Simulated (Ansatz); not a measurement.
**CH4BFN2: a ladder of functionals and wavefunction methods**

The task here is to estimate one member of a computed series from the others.

The runs use Ansatz 0.2.0, Gaussian basis; functionals in def2-TZVPP, the program's frozen cores in correlated methods.

Levels to be run: PBE-D4, r2SCAN-D4, PBE0-D4, B3LYP-D4, ωB97X-V, ωB97M-V, B2PLYP; CCSD(T)/def2-TZVPP; CCSD(T)/def2-QZVPP; extrapolation to the limit.

### Structure used throughout

The geometry comes from an earlier relaxation with PBE0-D4 in a triple-zeta def2 set; it is a stationary point, not always the lowest conformer.

SMILES `N=C(N)BF`, 9 atoms, charge 0, spin multiplicity 1.

Atoms are counted from 1 here; the program's logs count them from 0.

Bond lengths: N1–C2 1.279 Å, N1–H6 1.023 Å, C2–N3 1.371 Å, C2–B4 1.580 Å, N3–H7 1.006 Å, N3–H8 1.004 Å, B4–F5 1.309 Å, B4–H9 1.203 Å. Angles: C2–N1–H6 112.1°, N1–C2–N3 126.9°, N1–C2–B4 118.1°, N3–C2–B4 115.0°, C2–N3–H7 120.3°, C2–N3–H8 119.4°, H7–N3–H8 116.7°, C2–B4–F5 119.9°, C2–B4–H9 122.3°, F5–B4–H9 117.8°.

Set-up of the first run:

Input file in.yaml:

```yaml
crystal:
  periodic: [false, false, false]
  atoms:
    - {symbol: N, position_ang: [-0.560448, 1.364611, 0.615602]}
    - {symbol: C, position_ang: [-0.089975, 0.268952, 0.152150]}
    - {symbol: N, position_ang: [0.317045, -0.822648, 0.874643]}
    - {symbol: B, position_ang: [0.084149, 0.136642, -1.413104]}
    - {symbol: F, position_ang: [-0.199297, 1.152481, -2.188753]}
    - {symbol: H, position_ang: [-0.640244, 1.347817, 1.635449]}
    - {symbol: H, position_ang: [0.116492, -0.882894, 1.858797]}
    - {symbol: H, position_ang: [0.506743, -1.686595, 0.399047]}
    - {symbol: H, position_ang: [0.465535, -0.878367, -1.933830]}
basis:
  gaussian: {orbitals: def2-TZVPP}
hamiltonian: {xc: pbe, dispersion: d4}
output: {forces: true, orbitals: {seedname: orbitals}}
```

Launch:

```console
ansatz run in.yaml --threads 2 --pin off --events-out ev --progress --plain --max-ram 32768MiB --backend cpu
```

Among the steps run: PBE-D4 (GGA); r2SCAN-D4 (meta-GGA); PBE0-D4 (hybrid); B3LYP-D4 (hybrid); ωB97X-V (range-separated); ωB97M-V (range-separated); B2PLYP (double hybrid); CCSD(T) in def2-TZVPP; CCSD(T) in def2-QZVPP.

One table of the session follows, with a row left open; its other results are not shown here.

It belongs to the step «Atomisation energies». 

| method | atomisation energy (kJ/mol) |
| --- | --- |
| PBE-D4 | 3714.8 |
| r2SCAN-D4 | 3579.2 |
| PBE0-D4 | ? |
| B3LYP-D4 | 3600.2 |
| ωB97X-V | 3585.8 |
| ωB97M-V | 3594.7 |
| B2PLYP | 3554.0 |
| HF/def2-TZVPP | 2450.6 |
| MP2/def2-TZVPP | 3543.2 |
| CCSD/def2-TZVPP | 3376.4 |
| CCSD(T)/def2-TZVPP | 3445.9 |
| MP2/CBS | 3652.3 |
| CCSD(T)/CBS | 3552.7 |

**Question.** Estimate the row for PBE0-D4.

As computed: atomisation energy (kJ/mol): 3597.1. In the column «atomisation energy (kJ/mol)» it lies between ωB97M-V (3594.7) and B3LYP-D4 (3600.2).
